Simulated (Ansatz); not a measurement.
**doublet C2H4GaN+ at 6 levels**

Wanted: a comparison of 6 runs (U-revPBE/def2-SVP, UBHLYP/def2-SVP, UCAM-B3LYP/def2-SVP, UPBE/def2-SVP, RPA@PBE0/def2-SVP, UCCSD(T)/def2-SVP) of doublet C2H4GaN+. 

The results are computed with Ansatz 0.2.0.

48 further runs of the same task are left out: 48 set aside as unsound or not needed. Runs told in other sessions of the task aren't counted.

**1. Starting point**

C2H4GaN+ has 8 atoms, charge +1, and is taken as a doublet. As SMILES of the parent species, `N=C=[CH][GaH2]`. The shape is that of a PBE0-D4/def2-TZVP optimisation. That shape belongs to the parent species and isn't relaxed for this state.

Bond lengths: N1–C2 1.214 Å, C2–C3 1.309 Å, C3–Ga4 1.931 Å, N1–H5 1.014 Å, C3–H6 1.084 Å, Ga4–H7 1.565 Å, Ga4–H8 1.565 Å. Angles: N1–C2–C3 173.8°, C2–C3–Ga4 119.1°, C2–N1–H5 119.2°, C2–C3–H6 118.2°, Ga4–C3–H6 122.7°, C3–Ga4–H7 118.3°, C3–Ga4–H8 118.1°, H7–Ga4–H8 123.7°.

**2. The energy at U-revPBE/def2-SVP (run 1)**

File in.yaml:

```yaml
crystal:
  periodic: [false, false, false]
  atoms:
    - {symbol: N, position_ang: [0.336900, 2.061700, -0.854600]}
    - {symbol: C, position_ang: [0.365600, 1.114900, -0.096000]}
    - {symbol: C, position_ang: [0.472300, 0.025700, 0.622800]}
    - {symbol: Ga, position_ang: [-0.381300, -1.593600, 0.007200]}
    - {symbol: H, position_ang: [-0.411400, 2.740600, -0.770200]}
    - {symbol: H, position_ang: [1.040500, 0.073900, 1.545200]}
    - {symbol: H, position_ang: [-0.231900, -2.886400, 0.876300]}
    - {symbol: H, position_ang: [-1.190600, -1.536800, -1.330700]}
basis:
  gaussian:
    orbitals: def2-SVP
total_charge: 1
magnetization:
  spin_polarized: true
  initial_magnetization: 1
hamiltonian:
  xc: {name: revPBE}
accuracy: high
output:
  orbitals: {seedname: orbitals}
```

Run with:

```sh
$ ansatz run in.yaml --threads 1 --pin off --max-ram 3480MiB --events-out events.jsonl --progress --plain --runs-dir runs
```

What it wrote:

```text
Warning: RAYON_NUM_THREADS=1 ignored (pool sized by the plan → 1); use --threads N
Functional definition: revPBE
  name "revPBE"
  parameter kappa = 1.245
  parameter beta = 0.06672455060314922
  exchange = pbe_x(kappa = kappa, mu = beta*pi^2/3)
  correlation = pbe_c(beta = beta)
2062 factors; integrals over basis functions are off by at most 9.3e-9 eV
mean field evaluation 1: about -55961.4532 eV, gradient 6.1e1 eV
mean field evaluation 2: about -55738.9737 eV, gradient 1.6e2 eV
mean field evaluation 4: about -55974.7107 eV, gradient 3.6e1 eV
mean field evaluation 8: about -55982.2553 eV, gradient 4.6e0 eV
mean field evaluation 16: about -55982.2407 eV, gradient 4.2e0 eV
mean field evaluation 32: about -55982.4300 eV, gradient 4.1e-2 eV
mean field -55982.44521275 eV, -2057.3169153043 hartree, gradient 3.5e-8 eV, S^2 0.756911; 6 other end points of the search recorded, 0 dependent functions left out
reference -55982.44521746 eV, -2057.3169154772 hartree; 27, 26 occupied and 67, 68 virtual orbitals, 2062 factors
Total energy: -55982.44521746 eV, -2057.3169154772 hartree
```

It took 24 s on 1 thread of Arm Neoverse V1, shared host; peak memory 0.3 GiB.

**3. A single-point energy at UBHLYP/def2-SVP (run 2)**

File input.yaml:

```yaml
crystal:
  periodic: [false, false, false]
  atoms:
    - symbol: N
      position_ang: [0.336900, 2.061700, -0.854600]
    - symbol: C
      position_ang: [0.365600, 1.114900, -0.096000]
    - symbol: C
      position_ang: [0.472300, 0.025700, 0.622800]
    - symbol: Ga
      position_ang: [-0.381300, -1.593600, 0.007200]
    - symbol: H
      position_ang: [-0.411400, 2.740600, -0.770200]
    - symbol: H
      position_ang: [1.040500, 0.073900, 1.545200]
    - symbol: H
      position_ang: [-0.231900, -2.886400, 0.876300]
    - symbol: H
      position_ang: [-1.190600, -1.536800, -1.330700]
basis:
  gaussian:
    orbitals: def2-SVP
total_charge: 1
magnetization:
  spin_polarized: true
  initial_magnetization: 1
hamiltonian:
  xc: {name: BHLYP}
accuracy: high
output: {orbitals: {seedname: orbitals}}
```

Run with:

```sh
$ ansatz run input.yaml --threads 1 --pin off --max-ram 3480MiB --events-out events.jsonl --progress --plain --runs-dir runs
```

What it wrote:

```text
Warning: RAYON_NUM_THREADS=1 ignored (pool sized by the plan → 1); use --threads N
Functional definition: BHLYP
  name "BHLYP"
  parameter a = 0.5
  exchange = (1 - a)*b88_x + a*exact_x
  correlation = lyp_c
2062 factors; integrals over basis functions are off by at most 9.3e-9 eV
mean field evaluation 1: about -55970.9829 eV, gradient 4.5e1 eV
mean field evaluation 2: about -55945.6334 eV, gradient 7.4e1 eV
mean field evaluation 4: about -55981.8886 eV, gradient 1.5e1 eV
mean field evaluation 8: about -55983.9644 eV, gradient 9.7e-1 eV
mean field evaluation 16: about -55984.0355 eV, gradient 8.4e-3 eV
mean field evaluation 32: about -55984.0355 eV, gradient 3.5e-6 eV
mean field -55984.03545507 eV, -2057.3753556317 hartree, gradient 8.0e-8 eV, S^2 0.783497; 2 other end points of the search recorded, 0 dependent functions left out
reference -55984.03548273 eV, -2057.3753566483 hartree; 27, 26 occupied and 67, 68 virtual orbitals, 2062 factors
Total energy: -55984.03548273 eV, -2057.3753566483 hartree
```

Wall time 20 s (1 thread of Arm Neoverse V1, shared host); peak memory 0.47 GiB.

Runs 3 to 5 aren't shown in full; the table further down has their settings and results.

**4. A single-point energy at UCCSD(T)/def2-SVP (run 6)**

File in.yaml:

```yaml
crystal:
  periodic: [false, false, false]
  atoms:
    - symbol: N
      position_ang: [0.336900, 2.061700, -0.854600]
    - symbol: C
      position_ang: [0.365600, 1.114900, -0.096000]
    - symbol: C
      position_ang: [0.472300, 0.025700, 0.622800]
    - symbol: Ga
      position_ang: [-0.381300, -1.593600, 0.007200]
    - symbol: H
      position_ang: [-0.411400, 2.740600, -0.770200]
    - symbol: H
      position_ang: [1.040500, 0.073900, 1.545200]
    - symbol: H
      position_ang: [-0.231900, -2.886400, 0.876300]
    - symbol: H
      position_ang: [-1.190600, -1.536800, -1.330700]
basis:
  gaussian:
    orbitals: def2-SVP
total_charge: 1
magnetization:
  spin_polarized: true
  initial_magnetization: 1
correlation:
  method: ccsd_t
  frozen_orbitals: {C: 1, Ga: 9, H: 0, "N": 1}
accuracy: high
scf:
  omitted_lower_state_checks: [cluster_reference, increment]
```

Run with:

```sh
$ ansatz run in.yaml --threads 1 --pin off --max-ram 3480MiB --events-out events.jsonl --progress --plain --runs-dir runs
```

What it wrote:

```text
Warning: RAYON_NUM_THREADS=1 ignored (pool sized by the plan → 1); use --threads N
[... 14 lines left out ...]
12 core orbitals not correlated: weight in the atoms' cores, before any rotation towards them, 1.000 or more for the frozen orbitals, at most 0.000 for the correlated occupied ones
[... 35 lines left out ...]
Total energy: -55938.56941856 eV, -2055.7045096081 hartree
Checks for a lower state left out: cluster_reference, increment
```

Run time: 2.5 min. Hardware: 1 thread of Arm Neoverse V1, shared host; peak memory 1.2 GiB.

**5. The series**

```csv
run,level,frozen core orbitals,energy (Eh),HOMO energy (eV),LUMO energy (eV),⟨S²⟩,wall time
1,U-revPBE/def2-SVP,–,-2057.316915,-12.21,-12.13,0.757,24 s
2,UBHLYP/def2-SVP,–,-2057.375357,-14.40,-10.11,0.783,20 s
3,UCAM-B3LYP/def2-SVP,–,-2057.526534,-14.62,-10.13,0.771,22 s
4,UPBE/def2-SVP,–,-2057.027573,-12.26,-12.20,0.756,23 s
5,RPA@PBE0/def2-SVP,12,-2055.883235,–,–,0.768,44 s
6,UCCSD(T)/def2-SVP,12,-2055.704510,–,–,0.908,2.5 min
```

**6. Summary of results**

| quantity | value |
| --- | --- |
| run 6: total energy | -2055.70451 Eh |
| run 6: correlation energy (12 core orbitals frozen) | -644.9 mEh |
| run 6: (T) correction | -24.24 mEh |
| run 6: ⟨S²⟩ of the reference determinant | 0.908 |
| run 6: T1 diagnostic | 0.026 |

**Reading.** Totals of different functionals can't be ranked against each other. Spin contamination of the reference: run 6 ⟨S²⟩ = 0.91. All runs together took 4.7 min, the longest 2.5 min.
